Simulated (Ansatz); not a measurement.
# CH₆BIn: how energies converge with the basis set

The task here is to estimate one member of a computed series from the others.

The runs use Ansatz 0.2.0, Gaussian basis; one geometry, several basis sets.

The runs, in order: PBE0-D4/def2-SVP; ωB97M-V/def2-SVP; PBE0-D4/def2-QZVPP; ωB97M-V/def2-QZVPP; the functionals' def2-TZVPP values are taken from earlier runs.

### Structure used throughout

The geometry comes from an earlier relaxation with PBE0-D4 in a triple-zeta def2 set; it is a stationary point, not always the lowest conformer. In takes the def2 core potential; no spin-orbit term is included.

SMILES `C[BH][InH2]`, 9 atoms, charge 0, spin multiplicity 1.

Atoms are counted from 1 here; the program's logs count them from 0.

Bond lengths: C1–B2 1.555 Å, C1–H4 1.094 Å, C1–H5 1.105 Å, C1–H6 1.090 Å, B2–In3 2.248 Å, B2–H7 1.203 Å, In3–H8 1.736 Å, In3–H9 1.736 Å. Angles: B2–C1–H4 113.5°, B2–C1–H5 103.3°, B2–C1–H6 117.5°, H4–C1–H5 104.9°, H4–C1–H6 109.8°, H5–C1–H6 106.7°, C1–B2–In3 126.0°, C1–B2–H7 116.7°, In3–B2–H7 117.3°, B2–In3–H8 123.4°, B2–In3–H9 123.8°, H8–In3–H9 112.9°.

The first run:

Contents of in.yaml:

```yaml
crystal:
  periodic: [false, false, false]
  atoms:
    - {symbol: C, position_ang: [-0.306866, 0.819134, -1.224743]}
    - {symbol: B, position_ang: [-0.533253, 0.342439, 0.237589]}
    - {symbol: In, position_ang: [0.634488, -1.257270, 1.300512]}
    - {symbol: H, position_ang: [-1.225469, 1.137122, -1.727083]}
    - {symbol: H, position_ang: [0.284020, 1.744325, -1.101220]}
    - {symbol: H, position_ang: [0.267042, 0.166920, -1.883730]}
    - {symbol: H, position_ang: [-1.370294, 0.928560, 0.873072]}
    - {symbol: H, position_ang: [0.127233, -2.916032, 1.380131]}
    - {symbol: H, position_ang: [2.123099, -0.965208, 2.145461]}
basis:
  gaussian: {orbitals: def2-SVP}
hamiltonian: {xc: pbe0, dispersion: d4}
output: {orbitals: {seedname: orbitals}}
```

The run is started by

```
ansatz run in.yaml --threads 2 --pin off --events-out ev --progress --plain --max-ram 4352MiB
```

Among the steps run: PBE0-D4 in def2-SVP; ωB97M-V in def2-SVP; PBE0-D4 in def2-QZVPP; ωB97M-V in def2-QZVPP.

One table of the session follows, with a row left open; its other results are not shown here.

It belongs to the step «Functionals by basis». 

| functional | basis | HOMO (eV) | LUMO (eV) |
| --- | --- | --- | --- |
| PBE0-D4 | def2-SVP | -6.84 | -1.56 |
| PBE0-D4 | def2-TZVPP | -6.87 | -1.64 |
| PBE0-D4 | def2-QZVPP | -6.88 | -1.65 |
| ωB97M-V | def2-SVP | -8.91 | 0.03 |
| ωB97M-V | def2-TZVPP | ? | ? |
| ωB97M-V | def2-QZVPP | -8.98 | -0.20 |

Estimate the missing values for ωB97M-V, def2-TZVPP.

The run gave: HOMO (eV): -8.97; LUMO (eV): -0.16. In the column «HOMO (eV)» it lies between ωB97M-V, def2-QZVPP (-8.98) and ωB97M-V, def2-SVP (-8.91).
